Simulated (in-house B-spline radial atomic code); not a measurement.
# Excited states and polarisability of Ag⁴⁵⁺ by several methods

How far do the methods of linear response differ for Ag⁴⁵⁺? Each gives excitation energies, polarisability and C6.

Program: in-house B-spline radial atomic code version 1. Level of theory: linear response of a closed shell, each method with its own adiabatic kernel; non-relativistic; B-spline basis; no spin-orbit coupling, no double excitations; only terms of natural parity, (−1)^L, with L up to 3 are computed. These are calculated values, not measurements, unless marked.

### Step 1. What is computed

```
element       : silver (Z = 47)
charge        : +45
configuration : 1s2
runs          : TDHF; PBE; RPBE; PBE0; B3LYP
```

The outer shells:

Ag⁴⁵⁺
```
1s [↑↓]
```

Rows of excitations, here in order of energy, give L, multiplicity, 0 for full response or 1 for Tamm-Dancoff, hole, particle, weight of that channel, energy (hartree) and multipole strength; threshold is minus the highest occupied level of the method. polarisability lists the dipole (1), quadrupole (2) and octupole (3) values; f_sum adds the dipole strengths of the shells that respond, at most the outer three principal shells; real and imaginary give α at real and imaginary frequencies.

### Step 2. TDHF

Settings of the run:

```ini
Z = 47
electrons = 2.0
configuration = 1s2
hamiltonian = nr
method = hf
box_radius = 2.9
intervals = 48
```

Started as:

```bash
python run_td.py task.json out
```

The settings of every run stand in task.json; they run in order.

Results of the run (chosen fields of its result record, rounded):

```text
{
  "status": "converged",
  "c6 [hartree bohr^6]": 2.519816e-09,
  "f_sum": 1.97466,
  "imaginary [hartree, bohr^3]": {
    "u": [0.0, 9.36, 21.8, 37.4, 62.4, 93.6, 140.0, 218.0, 312.0, 468.0, 780.0, 1560.0],
    "alpha": [1.90176e-06, 1.90155e-06, 1.90063e-06, 1.89843e-06, 1.89251e-06, 1.8811e-06, 1.8562e-06, 1.79527e-06, 1.69675e-06, 1.49917e-06, 1.10313e-06, 5.1315e-07]
  },
  "real [hartree, bohr^3]": {"omega": [81.1, 203.0, 324.0, 446.0, 568.0, 649.0, 730.0], "alpha": [1.91761e-06, 2.00608e-06, 2.19514e-06, 2.55972e-06, 3.31974e-06, 4.44133e-06, 7.67783e-06]},
  "excitations": [
    [0, 3, 0, "1s", "2s", 1.0, 807.933, 0.0],
    [0, 3, 1, "1s", "2s", 1.0, 807.935, 0.0],
    [1, 3, 0, "1s", "2p", 1.0, 809.69, 0.0],
    [1, 3, 1, "1s", "2p", 1.0, 809.691, 0.0],
    [0, 1, 0, "1s", "2s", 1.0, 809.957, 0.0],
    [0, 1, 1, "1s", "2s", 1.0, 809.959, 0.0],
    [1, 1, 0, "1s", "2p", 1.0, 811.236, 0.80948],
    [1, 1, 1, "1s", "2p", 1.0, 811.238, 0.81117],
    [0, 3, 0, "1s", "3s", 1.0, 956.938, 0.0],
    [0, 3, 1, "1s", "3s", 1.0, 956.938, 0.0],
    [1, 3, 0, "1s", "3p", 1.0, 957.426, 0.0],
    [1, 3, 1, "1s", "3p", 1.0, 957.427, 0.0],
    [0, 1, 0, "1s", "3s", 1.0, 957.469, 0.0],
    [0, 1, 1, "1s", "3s", 1.0, 957.469, 0.0],
    [2, 3, 0, "1s", "3d", 1.0, 957.721, 0.0],
    [2, 3, 1, "1s", "3d", 1.0, 957.721, 0.0],
    [2, 1, 0, "1s", "3d", 1.0, 957.743, 0.00047186],
    [2, 1, 1, "1s", "3d", 1.0, 957.743, 0.00047193],
    [1, 1, 0, "1s", "3p", 1.0, 957.839, 0.15669],
    [1, 1, 1, "1s", "3p", 1.0, 957.839, 0.15709],
    "... 32 more rows left out ..."
  ],
  "polarisability [au]": {"1": 1.901761e-06, "2": 2.948769e-09, "3": 1.196049e-11},
  "threshold [hartree]": 1075.292,
  "highest [hartree]": ["1s", -1075.292],
  "lowest_empty [hartree]": -257.6724,
  "responding_from_n": 1,
  "orbital_gaps [hartree]": {"1s-2s": 817.6192, "1s-2p": 820.8281, "1s-3d": 962.7749, "1s-4f": 1012.01}
}
```

It took 0.1 s on 1 thread of Intel Xeon Platinum 8488C (Sapphire Rapids), shared host; peak memory 0.22 GiB.

The first dipole-allowed state is 1s→2p ¹P, 22074.9 eV (f = 0.809). α = 1.902e-06 bohr³.

The same in eV, as far as full and Tamm-Dancoff orders agree and the box is not felt:

```csv
state,weight,full (eV),Tamm-Dancoff (eV),f
1s→2s ³S,1.00,21985.0,21985.0,-
1s→2p ³P,1.00,22032.8,22032.8,-
1s→2s ¹S,1.00,22040.0,22040.1,-
1s→2p ¹P,1.00,22074.9,22074.9,0.809
1s→3s ³S,1.00,26039.6,26039.6,-
1s→3p ³P,1.00,26052.9,26052.9,-
1s→3s ¹S,1.00,26054.0,26054.1,-
1s→3d ³D,1.00,26060.9,26060.9,-
1s→3d ¹D,1.00,26061.5,26061.5,-
1s→3p ¹P,1.00,26064.1,26064.1,0.157
1s→4s ³S,1.00,27451.8,27451.8,-
1s→4p ³P,1.00,27457.3,27457.3,-
1s→4s ¹S,1.00,27457.7,27457.7,-
1s→4d ³D,1.00,27460.6,27460.6,-
```

### Step 3. PBE

Settings: those of step 2 with these lines changed.

```diff
@@ -4,3 +4,3 @@
 hamiltonian = nr
-method = hf
+method = pbe,pbe
 box_radius = 2.9
```

Results of the run:

```text
{
  "status": "converged",
  "c6 [hartree bohr^6]": 2.533752e-09,
  "f_sum": 1.97469,
  "excitations": [
    [0, 3, 0, "1s", "2s", 1.0, 803.982, 0.0],
    [0, 3, 1, "1s", "2s", 1.0, 803.983, 0.0],
    [0, 1, 0, "1s", "2s", 1.0, 805.963, 0.0],
    [0, 1, 1, "1s", "2s", 1.0, 805.968, 0.0],
    [1, 3, 0, "1s", "2p", 1.0, 806.117, 0.0],
    [1, 3, 1, "1s", "2p", 1.0, 806.118, 0.0],
    [1, 1, 0, "1s", "2p", 1.0, 807.627, 0.79899],
    [1, 1, 1, "1s", "2p", 1.0, 807.628, 0.80061],
    [0, 3, 0, "1s", "3s", 1.0, 949.954, 0.0],
    [0, 3, 1, "1s", "3s", 1.0, 949.954, 0.0],
    [0, 1, 0, "1s", "3s", 1.0, 950.468, 0.0],
    [0, 1, 1, "1s", "3s", 1.0, 950.469, 0.0],
    "... 40 more rows left out ..."
  ],
  "polarisability [au]": {"1": 1.90964e-06, "2": 2.97827e-09, "3": 1.213564e-11},
  "threshold [hartree]": 1064.377,
  "highest [hartree]": ["1s", -1064.377],
  "lowest_empty [hartree]": -259.7047,
  "orbital_gaps [hartree]": {"1s-2s": 804.6725, "1s-2p": 807.0249, "1s-3d": 951.4274, "1s-4f": 1001.067}
}
```

Wall time 0.1 s (1 thread of Intel Xeon Platinum 8488C (Sapphire Rapids), shared host); peak memory 0.22 GiB.

The first dipole-allowed state is 1s→2p ¹P, 21976.6 eV (f = 0.799). α = 1.910e-06 bohr³.

### Step 4. RPBE

Settings of the run:

```ini
Z = 47
electrons = 2.0
configuration = 1s2
hamiltonian = nr
method = rpbe,pbe
box_radius = 2.9
intervals = 48
```

Results of the run:

```text
{
  "status": "converged",
  "c6 [hartree bohr^6]": 2.532635e-09,
  "f_sum": 1.97469,
  "excitations": [
    [0, 3, 0, "1s", "2s", 1.0, 803.997, 0.0],
    [0, 3, 1, "1s", "2s", 1.0, 803.998, 0.0],
    [0, 1, 0, "1s", "2s", 1.0, 805.979, 0.0],
    [0, 1, 1, "1s", "2s", 1.0, 805.984, 0.0],
    [1, 3, 0, "1s", "2p", 1.0, 806.158, 0.0],
    [1, 3, 1, "1s", "2p", 1.0, 806.159, 0.0],
    [1, 1, 0, "1s", "2p", 1.0, 807.668, 0.79879],
    [1, 1, 1, "1s", "2p", 1.0, 807.669, 0.80046],
    [0, 3, 0, "1s", "3s", 1.0, 950.078, 0.0],
    [0, 3, 1, "1s", "3s", 1.0, 950.078, 0.0],
    [0, 1, 0, "1s", "3s", 1.0, 950.592, 0.0],
    [0, 1, 1, "1s", "3s", 1.0, 950.593, 0.0],
    [1, 3, 0, "1s", "3p", 1.0, 950.821, 0.0],
    [1, 3, 1, "1s", "3p", 1.0, 950.821, 0.0],
    [1, 1, 0, "1s", "3p", 1.0, 951.219, 0.15356],
    [1, 1, 1, "1s", "3p", 1.0, 951.219, 0.15396],
    "... 36 more rows left out ..."
  ],
  "polarisability [au]": {"1": 1.909097e-06, "2": 2.977648e-09, "3": 1.213478e-11},
  "threshold [hartree]": 1064.52,
  "highest [hartree]": ["1s", -1064.52],
  "lowest_empty [hartree]": -259.8577,
  "orbital_gaps [hartree]": {"1s-2s": 804.6618, "1s-2p": 807.0271, "1s-3d": 951.547, "1s-4f": 1001.209}
}
```

Wall time 0.1 s (1 thread of Intel Xeon Platinum 8488C (Sapphire Rapids), shared host); peak memory 0.22 GiB.

The first dipole-allowed state is 1s→2p ¹P, 21977.8 eV (f = 0.799). α = 1.909e-06 bohr³.

### Step 5. PBE0

Settings of the run:

```ini
Z = 47
electrons = 2.0
configuration = 1s2
hamiltonian = nr
method = pbe0
box_radius = 2.9
intervals = 48
```

Results of the run:

```text
{
  "status": "converged",
  "c6 [hartree bohr^6]": 2.53024e-09,
  "f_sum": 1.97468,
  "excitations": [
    [0, 3, 0, "1s", "2s", 1.0, 804.981, 0.0],
    [0, 3, 1, "1s", "2s", 1.0, 804.982, 0.0],
    [0, 1, 0, "1s", "2s", 1.0, 806.972, 0.0],
    [0, 1, 1, "1s", "2s", 1.0, 806.976, 0.0],
    [1, 3, 0, "1s", "2p", 1.0, 807.021, 0.0],
    [1, 3, 1, "1s", "2p", 1.0, 807.022, 0.0],
    [1, 1, 0, "1s", "2p", 1.0, 808.538, 0.80164],
    [1, 1, 1, "1s", "2p", 1.0, 808.54, 0.80328],
    [0, 3, 0, "1s", "3s", 1.0, 951.712, 0.0],
    [0, 3, 1, "1s", "3s", 1.0, 951.712, 0.0],
    [0, 1, 0, "1s", "3s", 1.0, 952.23, 0.0],
    [0, 1, 1, "1s", "3s", 1.0, 952.231, 0.0],
    [1, 3, 0, "1s", "3p", 1.0, 952.38, 0.0],
    [1, 3, 1, "1s", "3p", 1.0, 952.38, 0.0],
    [1, 1, 0, "1s", "3p", 1.0, 952.781, 0.15446],
    [1, 1, 1, "1s", "3p", 1.0, 952.781, 0.15485],
    "... 36 more rows left out ..."
  ],
  "polarisability [au]": {"1": 1.907653e-06, "2": 2.970788e-09, "3": 1.209109e-11},
  "threshold [hartree]": 1067.114,
  "highest [hartree]": ["1s", -1067.114],
  "lowest_empty [hartree]": -259.1937,
  "orbital_gaps [hartree]": {"1s-2s": 807.9202, "1s-2p": 810.4864, "1s-3d": 954.2737, "1s-4f": 1003.811}
}
```

Wall time 0.1 s (1 thread of Intel Xeon Platinum 8488C (Sapphire Rapids), shared host); peak memory 0.22 GiB.

The first dipole-allowed state is 1s→2p ¹P, 22001.4 eV (f = 0.802). α = 1.908e-06 bohr³.

### Step 6. B3LYP

Settings: those of step 5 with these lines changed.

```diff
@@ -4,3 +4,3 @@
 hamiltonian = nr
-method = pbe0
+method = b3lyp
 box_radius = 2.9
```

Results of the run:

```text
{
  "status": "converged",
  "c6 [hartree bohr^6]": 2.53087e-09,
  "f_sum": 1.97468,
  "excitations": [
    [0, 3, 0, "1s", "2s", 1.0, 800.2, 0.0],
    [0, 3, 1, "1s", "2s", 1.0, 800.203, 0.0],
    [1, 3, 0, "1s", "2p", 1.0, 803.939, 0.0],
    [1, 3, 1, "1s", "2p", 1.0, 803.941, 0.0],
    [0, 1, 0, "1s", "2s", 1.0, 805.164, 0.0],
    [0, 1, 1, "1s", "2s", 1.0, 805.184, 0.0],
    [1, 1, 0, "1s", "2p", 1.0, 807.542, 0.79054],
    [1, 1, 1, "1s", "2p", 1.0, 807.553, 0.79242],
    "... 44 more rows left out ..."
  ],
  "polarisability [au]": {"1": 1.907994e-06, "2": 2.972024e-09, "3": 1.210989e-11},
  "threshold [hartree]": 1066.576,
  "highest [hartree]": ["1s", -1066.576],
  "lowest_empty [hartree]": -263.649,
  "orbital_gaps [hartree]": {"1s-2s": 802.9275, "1s-2p": 807.2769, "1s-3d": 946.8754, "1s-4f": 1001.619}
}
```

Run time: 0.1 s. Hardware: 1 thread of Intel Xeon Platinum 8488C (Sapphire Rapids), shared host; peak memory 0.22 GiB.

Lowest ¹P state: 1s→2p ¹P at 21974.3 eV, oscillator strength 0.791. α = 1.908e-06 bohr³.

### Step 7. Results

| run | threshold (eV) | 1s→2p ¹P (eV) | 1s→2p ³P, Tamm-Dancoff (eV) | α (bohr³) | C6 (hartree bohr⁶) | time |
| --- | --- | --- | --- | --- | --- | --- |
| TDHF | 29260.2 | 22074.9 | 22032.8 | 1.902e-06 | 2.520e-09 | 0.1 s |
| PBE | 28963.2 | 21976.6 | 21935.6 | 1.910e-06 | 2.534e-09 | 0.1 s |
| RPBE | 28967.1 | 21977.8 | 21936.7 | 1.909e-06 | 2.533e-09 | 0.1 s |
| PBE0 | 29037.6 | 22001.4 | 21960.2 | 1.908e-06 | 2.530e-09 | 0.1 s |
| B3LYP | 29023.0 | 21974.3 | 21876.4 | 1.908e-06 | 2.531e-09 | 0.1 s |

What this shows: α runs from 1.90e-06 (TDHF) to 1.91e-06 bohr³ (PBE). The semilocal functionals put the threshold at 28963.2 to 28967.1 eV, under Hartree-Fock's 29260.2 eV, through self-interaction. Relativity is absent, so for an element this heavy the values are those of a model, not of the real ion.
